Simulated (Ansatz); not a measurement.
This script makes a check of PAW against all-electron LAPW of Ba, space group Im-3m with Ansatz's Python interface.

The script, `paw_lapw_ba.py`:
```python
import ansatz as az
import numpy as np


def count_gap(report):
    # lowest empty less highest filled band, counting bands; zero where they overlap
    return max(report.get("gap_by_band_count_ev") or 0.0, 0.0)

xtal = (
    az.Lattice.of((-2.5065, 2.5065, 2.5065), (2.5065, -2.5065, 2.5065), (2.5065, 2.5065, -2.5065))
    .atom("Ba", (0.0, 0.0, 0.0))
)

setup = (
    xtal.calculation()
    .functional(az.Functional.PBESOL)
    .kpoints(spacing=0.24)
    .occupations(az.OccupationsMethod.FERMI_DIRAC, width=0.1)
    .stress()
    .forces()
    .band_table()
)
variants = {
    "PAW": setup.pseudopotentials("paw"),
    "LAPW": setup.pseudopotentials("all_electron", lapw=True),
}
rows = []
for label, variant in variants.items():
    rep = variant.run(threads=1).report
    levels = np.array(rep["eigenvalues_ev"][0]) - rep["fermi_energy_ev"]
    print(label, "levels at the first k-point near E_F:", np.round(levels[np.abs(levels) < 5], 3))
    rows.append((label, rep["n_electrons"], np.trace(rep["stress_gpa"]) / 3, count_gap(rep)))
for row in rows:
    print("; ".join(f"{name} = {round(v, 4) if isinstance(v, float) else v}" for name, v in zip(["treatment", "electrons in bands", "P GPa", "gap by band count eV"], row)))
```

How well do the two treatments of the cores agree on the pressure?

PAW gives -0.663 GPa and LAPW -0.662 GPa, 0.000 GPa apart. They took 1.1 and 2.4 s of processor time.

The run itself:

```console
$ python paw_lapw_ba.py
DeckWarning: basis.ecutwfc = 420 eV, auto-derived from the records' recommended cutoffs: set by Ba (normal level)
PAW levels at the first k-point near E_F: [-2.774  1.809  1.809  1.809  3.243]
LAPW levels at the first k-point near E_F: [-2.774  1.809  1.809  1.809  3.243]
treatment = PAW; electrons in bands = 10.0; P GPa = -0.6625; gap by band count eV = 0.0
treatment = LAPW; electrons in bands = 20.0; P GPa = -0.6622; gap by band count eV = 0.0
```
(Warnings from the package without file and line.)

The computed bands are complete only to about 2.1 eV above the Fermi level. The mesh is modest for a metal, so energies can be off by several to tens of meV an atom and pressures by half a GPa or more; differences at equal mesh fare better. A gap by band count of zero or less means overlapping bands, a metal. Of the deposited cell: the entry's cell lengths or inner coordinates differ somewhat from later room-temperature determinations. Levels are Kohn-Sham eigenvalues on this mesh, without spin-orbit coupling. Pressure is positive in compression; the treatments may keep other shells as core, so totals and counts of electrons can differ. Finished in 4.2 s on 1 thread of Arm Neoverse V1, with other jobs on the host, peak memory 0.37 GiB.
